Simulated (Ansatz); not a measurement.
H5O2SbSi, SMILES O[SiH](O)[SbH2], an atomisation energy

Program: the Ansatz DFT code, driven from Python.

Contents of `h5o2sbsi.xyz`:
```text
9

O    -0.33740    1.03150   -1.33840
Si    0.53490    0.43270   -0.05530
O     1.94120   -0.27100   -0.68680
Sb   -0.73700   -1.30710    1.14760
H    -1.19240    1.44340   -0.93560
H     0.88670    1.53120    0.88010
H     2.47310   -0.61440    0.13050
H    -1.25710   -2.03680   -0.37930
H    -2.22360   -0.25580    1.22000
```

The cells in order, each with its output:

```python
from collections import Counter

import ansatz as az
```

```python
def single_point(molecule, charge=0, unpaired=0):
    calc = (
        molecule.calculation()
        .basis(gaussian="def2-SVP")
        .correlation("MP2")
    )
    if charge:
        calc = calc.charge(charge)
    if unpaired:
        calc = calc.spin("collinear", total=unpaired)
    return calc.run().report["free_energy_ev"]
```

```python
system = az.Crystal.molecule_from_extxyz("h5o2sbsi.xyz")

# unpaired electrons of the ground-state atoms
unpaired = {"O": 2, "Si": 2, "Sb": 3, "H": 1}
counts = Counter(site.symbol for site in system.cartesian_sites)
atom_energy = {s: single_point(az.Crystal.molecule().atom(s, (0, 0, 0)), 0, unpaired[s]) for s in counts}
whole = single_point(system, 0, 0)
for s, e in atom_energy.items():
    print(f"{s:2s} x{counts[s]}  {e:14.5f} eV")
print(f"H5O2SbSi: {whole:.5f} eV")
split = sum(counts[s] * e for s, e in atom_energy.items()) - whole
print(f"atomisation energy (no zero-point term): {23.060548 * split:.1f} kcal/mol, {split / sum(counts.values()):.3f} eV an atom")
```

    O  x2     -2035.99407 eV
    Si x1     -7858.55633 eV
    Sb x1     -6512.73694 eV
    H  x5       -13.58606 eV
    H5O2SbSi: -18537.98440 eV
    atomisation energy (no zero-point term): 617.4 kcal/mol, 2.975 eV an atom

617.4 kcal/mol from the electronic energies, without the zero-point term.

Caveats:
- Total energies depend on the basis set; only differences at equal settings carry meaning.
- The geometry is a force-field or estimated start, not a minimum of this method, and the basis set is short of its limit. All parts are taken at fixed geometry, without zero-point energy.
- def2 sets replace the cores of elements past krypton by effective core potentials.
- In double-zeta sets correlated atomisation energies come out some 10 to 15 % low.
- The spin-orbit lowering of heavy atoms is left out.
- Finished in 3.6 s on 1 thread of Arm Neoverse V1 (shared host), peak memory 0.23 GiB.
